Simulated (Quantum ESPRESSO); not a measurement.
## LiTi: single point with PBE

LiTi:

```xyz
4
Lattice="3.3802 0.0000 0.0000 -1.6901 2.9274 0.0000 0.0000 0.0000 4.4878" Properties=species:S:1:pos:R:3 pbc="T T T"
Li    0.0000    0.0000    0.0000
Li    0.0000    0.0000    2.2439
Ti    0.0000    1.9516    1.1220
Ti    1.6901    0.9758    3.3659
```

The cell was built by a generator and needn't be a form met in nature.

```
Program             : Quantum ESPRESSO 7.5
Task                : single point
Functional          : PBE
Potentials or basis : SSSP 1.3 efficiency PBE
Cutoff              : 748 eV
Density cutoff      : 5987 eV
k mesh              : 9 × 9 × 6
Occupations         : fermi-dirac, width 0.05 eV
Spin                : no spin polarisation
Mixing beta         : 0.5
Most SCF iterations : 120
SCF threshold       : 8e-10 Ry
```

```
Pressure               : 47.1 GPa
Band gap on the k mesh : none (metal or under the smearing width)
```

Stress tensor (GPa, compression positive):
```
52.68  0.00  0.00
 0.00 52.68  0.00
 0.00  0.00 35.80
```

Levels at points of the mesh, in eV from the Fermi level:
```
            k point  band 13  band 14  band 15  band 16  band 17  band 18
 (0.00, 0.00, 0.00)    -0.29    -0.29     0.97     0.97     1.24     1.24
(0.00, 0.00, -0.50)    -0.27    -0.27    -0.27    -0.27     0.96     0.96
```

Run time: 33 s on 1 thread of Intel(R) Xeon(R) Platinum 8488C (Sapphire Rapids) (shared host), peak memory 0.23 GiB.

Caveat: a pressure of tens of GPa on the cell as given is suspect, and the run, the potentials or the cell itself is likely at fault.
